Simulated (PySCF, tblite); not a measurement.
# C₅H₅F₃O: dynamics, then NMR shifts on frames, part 2 of 2

tblite 0.8.0 and PySCF 2.14.0. Atoms count from 0. The steps go on from the part before.

### Step 5. Nuclear shieldings: 625 fs, PBE0/pcSseg-1

The job: settings as JSON, then the geometry in Å.

```
{"job": {"kind": "nmr", "xc": "PBE0", "basis": "pcSseg-1", "pop": false}, "charge": 0, "multiplicity": 1}
C     -1.838300    -1.556200    -0.417800
C     -0.889200    -0.968800    -0.002700
C      0.360200    -0.268300     0.211700
C      0.127000     1.204000     0.713800
O     -0.437600     2.022200    -0.236300
C      1.436200    -1.037000     1.006800
F      1.440600    -0.983200     2.320600
F      2.623900    -0.497500     0.540200
F      1.377000    -2.340200     0.638300
H     -2.736100    -1.995800    -0.824600
H      0.725200    -0.193900    -0.776600
H     -0.425500     1.302900     1.661200
H      1.103400     1.609900     0.904700
H     -1.233300     1.608800    -0.659200
```

With the program's defaults for keys left out, this is: GIAO PBE0/pcSseg-1 NMR shielding, non-relativistic, gas phase.

The program printed:

```text
coarse grid: 12880 points
cycle   1  E = -567.2745042245  dE =  1.458e+00  |g| = 1.086e+00  |ddm| = 3.416e+00
cycle   2  E = -567.0244641847  dE =  2.500e-01  |g| = 1.672e+00  |ddm| = 2.195e+00
cycle   3  E = -567.4796439025  dE = -4.552e-01  |g| = 1.419e-01  |ddm| = 1.458e+00
cycle   4  E = -567.4813792550  dE = -1.735e-03  |g| = 1.155e-01  |ddm| = 1.896e-01
cycle   5  E = -567.4844746383  dE = -3.095e-03  |g| = 2.489e-02  |ddm| = 8.568e-02
cycle   6  E = -567.4846114367  dE = -1.368e-04  |g| = 4.969e-03  |ddm| = 2.321e-02
cycle   7  E = -567.4846162661  dE = -4.829e-06  |g| = 1.441e-03  |ddm| = 4.952e-03
final grid: 128920 points
cycle   8  E = -567.5677918012  dE = -5.111e-05  |g| = 9.478e-03  |ddm| = 5.302e-02
cycle   9  E = -567.5677763712  dE =  1.543e-05  |g| = 1.363e-02  |ddm| = 1.880e-02
cycle  10  E = -567.5678080709  dE = -3.170e-05  |g| = 1.328e-03  |ddm| = 1.104e-02
cycle  11  E = -567.5678083699  dE = -2.990e-07  |g| = 6.612e-04  |ddm| = 1.356e-03
cycle  12  E = -567.5678084680  dE = -9.805e-08  |g| = 1.951e-04  |ddm| = 5.482e-04
cycle  13  E = -567.5678084768  dE = -8.857e-09  |g| = 3.258e-05  |ddm| = 1.702e-04
cycle  14  E = -567.5678084770  dE = -2.015e-10  |g| = 1.056e-05  |ddm| = 3.394e-05
converged SCF energy = -567.5678084770

GIAO shielding tensors (ppm)
atom      isotropic    diamagn.    paramagn.     s11        s22        s33       span
  0 C      101.575     259.129    -157.554     18.815     36.754    249.157    230.341
  1 C      105.355     263.946    -158.591      4.363     16.053    295.648    291.285
  2 C      140.971     244.664    -103.692    120.561    133.253    169.100     48.539
  3 C      123.730     240.116    -116.386     99.070    114.202    157.917     58.847
  4 O      299.920     388.157     -88.237    267.023    288.562    344.173     77.150
  5 C       50.566     245.164    -194.598     47.435     49.631     54.630      7.195
  6 F      269.678     470.596    -200.918    199.841    280.926    328.267    128.426
  7 F      227.925     473.605    -245.680    124.074    207.384    352.318    228.244
  8 F      238.080     471.981    -233.901    151.072    232.974    330.194    179.122
  9 H       28.894      32.210      -3.316     23.590     24.220     38.871     15.281
 10 H       28.765      31.376      -2.610     25.404     28.942     31.951      6.547
 11 H       27.347      28.280      -0.933     22.136     27.822     32.084      9.948
 12 H       27.897      28.916      -1.020     23.084     29.538     31.068      7.984
 13 H       29.701      30.936      -1.235     20.612     29.128     39.363     18.751
```

Wall time 19 s (1 thread of AMD EPYC 7B13, shared host); peak memory 0.82 GiB.

Key values: δ C5 136.4, C0 85.3, C1 81.6, C3 63.2, H11 4.37, H12 3.82 ppm.

### Step 6. Shielding tensors: 800 fs, PBE0/pcSseg-1

The job: settings as JSON, then the geometry in Å.

```
{"job": {"kind": "nmr", "xc": "PBE0", "basis": "pcSseg-1", "pop": false}, "charge": 0, "multiplicity": 1}
C     -1.721700    -1.597800     0.004500
C     -0.667600    -1.029900     0.142500
C      0.571000    -0.261600     0.145600
C      0.311000     1.190600     0.765600
O     -0.317800     1.970400    -0.212200
C      1.616300    -0.953700     1.095200
F      1.275200    -0.885800     2.403800
F      2.799900    -0.350000     1.013900
F      1.744800    -2.286400     0.721900
H     -2.624600    -2.066000    -0.048600
H      1.021200    -0.273800    -0.930000
H     -0.128500     0.960700     1.779700
H      1.208900     1.765300     0.964400
H     -1.148400     1.523200    -0.471700
```

With the program's defaults for keys left out, this is: GIAO PBE0/pcSseg-1 NMR shielding, non-relativistic, gas phase.

The program printed:

```text
coarse grid: 12880 points
cycle   1  E = -567.2678399879  dE =  1.289e+00  |g| = 1.087e+00  |ddm| = 3.413e+00
cycle   2  E = -566.9782457522  dE =  2.896e-01  |g| = 1.732e+00  |ddm| = 2.068e+00
cycle   3  E = -567.4719914769  dE = -4.937e-01  |g| = 1.669e-01  |ddm| = 1.384e+00
cycle   4  E = -567.4748995249  dE = -2.908e-03  |g| = 1.297e-01  |ddm| = 2.064e-01
cycle   5  E = -567.4788884438  dE = -3.989e-03  |g| = 2.333e-02  |ddm| = 9.127e-02
cycle   6  E = -567.4790062575  dE = -1.178e-04  |g| = 5.504e-03  |ddm| = 2.192e-02
cycle   7  E = -567.4790117666  dE = -5.509e-06  |g| = 1.599e-03  |ddm| = 4.852e-03
final grid: 128920 points
cycle   8  E = -567.5645182609  dE = -4.917e-05  |g| = 9.875e-03  |ddm| = 4.577e-02
cycle   9  E = -567.5644977991  dE =  2.046e-05  |g| = 1.487e-02  |ddm| = 1.744e-02
cycle  10  E = -567.5645357429  dE = -3.794e-05  |g| = 1.474e-03  |ddm| = 1.062e-02
cycle  11  E = -567.5645361187  dE = -3.759e-07  |g| = 7.690e-04  |ddm| = 1.486e-03
cycle  12  E = -567.5645362583  dE = -1.396e-07  |g| = 1.761e-04  |ddm| = 6.061e-04
cycle  13  E = -567.5645362655  dE = -7.163e-09  |g| = 3.514e-05  |ddm| = 1.630e-04
cycle  14  E = -567.5645362657  dE = -2.071e-10  |g| = 1.142e-05  |ddm| = 3.591e-05
converged SCF energy = -567.5645362657

GIAO shielding tensors (ppm)
atom      isotropic    diamagn.    paramagn.     s11        s22        s33       span
  0 C      102.056     255.922    -153.867     23.373     35.133    247.661    224.287
  1 C      102.629     267.803    -165.174      0.277     13.385    294.225    293.949
  2 C      130.495     239.768    -109.273    115.048    124.740    151.697     36.649
  3 C      113.655     242.609    -128.954     87.114    106.634    147.217     60.103
  4 O      294.982     388.947     -93.965    275.800    293.439    315.706     39.906
  5 C       46.552     247.511    -200.960     42.988     44.478     52.188      9.200
  6 F      252.987     472.875    -219.888    168.123    252.785    338.053    169.931
  7 F      252.292     470.970    -218.677    174.707    254.234    327.936    153.229
  8 F      225.884     472.516    -246.632    126.123    205.781    345.748    219.624
  9 H       30.771      34.785      -4.014     25.349     25.603     41.361     16.012
 10 H       26.567      26.948      -0.381     23.592     25.799     30.310      6.718
 11 H       26.854      28.200      -1.345     22.649     28.242     29.672      7.023
 12 H       27.284      28.973      -1.689     22.507     28.645     30.699      8.192
 13 H       29.796      31.698      -1.902     20.478     29.313     39.598     19.120
```

Run time: 19 s. Hardware: 1 thread of AMD EPYC 7B13, shared host; peak memory 0.82 GiB.

Key values: δ C5 140.4, C0 84.9, C1 84.3, C3 73.3, H10 5.15, H11 4.86 ppm.

### Step 7. NMR shieldings: 1000 fs, PBE0/pcSseg-1

The job: settings as JSON, then the geometry in Å.

```
{"job": {"kind": "nmr", "xc": "PBE0", "basis": "pcSseg-1", "pop": false}, "charge": 0, "multiplicity": 1}
C     -1.746500    -1.254000     0.443400
C     -0.633000    -0.879000     0.222500
C      0.780200    -0.346400     0.189600
C      0.762400     1.208900     0.402600
O     -0.211900     1.849900    -0.342000
C      1.515000    -1.141500     1.378200
F      0.771900    -1.376000     2.449200
F      2.574500    -0.521300     1.847900
F      1.901400    -2.334500     0.898700
H     -2.649800    -1.795000     0.494600
H      1.206800    -0.680900    -0.732900
H      0.638700     1.297500     1.424500
H      1.635100     1.736500     0.087900
H     -1.033200     1.419600    -0.115800
```

Method: GIAO PBE0/pcSseg-1 NMR shielding, non-relativistic, gas phase.

The program printed:

```text
coarse grid: 12880 points
cycle   1  E = -567.2744606994  dE =  1.503e+00  |g| = 1.078e+00  |ddm| = 3.403e+00
cycle   2  E = -567.0331282304  dE =  2.413e-01  |g| = 1.641e+00  |ddm| = 1.871e+00
cycle   3  E = -567.4720812140  dE = -4.390e-01  |g| = 1.541e-01  |ddm| = 1.236e+00
cycle   4  E = -567.4745162226  dE = -2.435e-03  |g| = 1.208e-01  |ddm| = 2.029e-01
cycle   5  E = -567.4779728959  dE = -3.457e-03  |g| = 2.257e-02  |ddm| = 8.735e-02
cycle   6  E = -567.4780844924  dE = -1.116e-04  |g| = 5.134e-03  |ddm| = 2.280e-02
cycle   7  E = -567.4780897980  dE = -5.306e-06  |g| = 1.329e-03  |ddm| = 4.468e-03
final grid: 128920 points
cycle   8  E = -567.5627648634  dE = -5.009e-05  |g| = 9.383e-03  |ddm| = 3.160e-02
cycle   9  E = -567.5627493058  dE =  1.556e-05  |g| = 1.333e-02  |ddm| = 1.616e-02
cycle  10  E = -567.5627812926  dE = -3.199e-05  |g| = 1.554e-03  |ddm| = 9.775e-03
cycle  11  E = -567.5627817560  dE = -4.634e-07  |g| = 6.488e-04  |ddm| = 1.411e-03
cycle  12  E = -567.5627818518  dE = -9.574e-08  |g| = 1.773e-04  |ddm| = 5.502e-04
cycle  13  E = -567.5627818589  dE = -7.156e-09  |g| = 3.034e-05  |ddm| = 1.672e-04
cycle  14  E = -567.5627818591  dE = -1.705e-10  |g| = 7.578e-06  |ddm| = 2.999e-05
converged SCF energy = -567.5627818591

GIAO shielding tensors (ppm)
atom      isotropic    diamagn.    paramagn.     s11        s22        s33       span
  0 C      101.744     259.705    -157.961     18.847     29.279    257.106    238.259
  1 C      101.123     268.281    -167.158      3.112     11.450    288.806    285.694
  2 C      133.038     246.725    -113.687    108.679    129.249    161.186     52.507
  3 C      130.239     239.257    -109.018     99.104    124.586    167.027     67.923
  4 O      316.373     390.317     -73.945    282.494    297.723    368.901     86.407
  5 C       54.807     243.618    -188.811     51.113     53.901     59.406      8.293
  6 F      255.186     472.766    -217.579    186.330    250.451    328.778    142.448
  7 F      266.016     469.702    -203.685    192.872    273.114    332.063    139.191
  8 F      240.096     471.842    -231.746    166.010    212.788    341.492    175.482
  9 H       29.592      32.466      -2.874     24.044     24.504     40.230     16.186
 10 H       28.602      29.418      -0.816     26.580     26.839     32.387      5.807
 11 H       29.509      30.552      -1.044     23.492     31.351     33.683     10.191
 12 H       27.990      28.163      -0.173     22.622     28.691     32.658     10.036
 13 H       30.876      33.475      -2.600     19.981     30.373     42.273     22.291
```

It took 18 s on 1 thread of AMD EPYC 7B13, shared host; peak memory 0.87 GiB.

Key values: δ C5 132.1, C1 85.8, C0 85.2, C3 56.7, H12 3.73, H10 3.12 ppm.

### Step 8. Run by run: NMR shifts

Shifts (ppm) of some atoms, chosen among heavy atoms and hydrogens apart, with basis size and wall time:

```
  frame    C3   H11   H10    O4     F7     F8     F6  functions  time
 250 fs  63.2  4.70  3.33  34.4  -60.2  -72.8  -79.7        178  19 s
 425 fs  67.4  3.49  5.05  34.5  -90.1  -92.0  -94.7        178  19 s
 625 fs  63.2  4.37  2.95  36.2  -57.0  -67.1  -98.7        178  19 s
 800 fs  73.3  4.86  5.15  41.1  -81.3  -54.9  -82.0        178  19 s
1000 fs  56.7  2.21  3.12  19.7  -95.1  -69.2  -84.2        178  18 s
```

### Step 9. What came out

The summary covers parts 1 to 2.

| quantity | value |
| --- | --- |
| thermostat | 300 K |
| mean temperature, second half | 312 K |
| mean potential energy above the minimum | 0.51 eV |
| ¹³C shifts against TMS (PBE0/pcSseg-1, 250 fs) | 139.6, 87.7, 82.5, 63.2, 45.8 ppm |
| ¹H shifts against TMS (PBE0/pcSseg-1, 250 fs) | 4.70, 3.62, 3.33, 2.62, 2.00 ppm |
| ¹⁷O shifts against H2O (PBE0/pcSseg-1, 250 fs) | 34.4 ppm |
| ¹⁹F shifts against CFCl3 (PBE0/pcSseg-1, 250 fs) | -60.2, -72.8, -79.7 ppm |
| range of the shift of F7 | -95.1 to -57.0 ppm |

In the second half the potential energy averages 0.51 eV above the minimum; equipartition over 36 harmonic modes at 300 K would give 0.47 eV. With 14 atoms the temperature swings widely (157 to 435 K). Shifts at one fixed geometry are not the observed spectrum, which averages over the motion. In the first frame run (250 fs): The largest span, 297 ppm, is at C1, where the paramagnetic term is -169 ppm. Across the 5 runs the shift of F7 moves most, between -95.1 (1000 fs) and -57.0 ppm (625 fs).
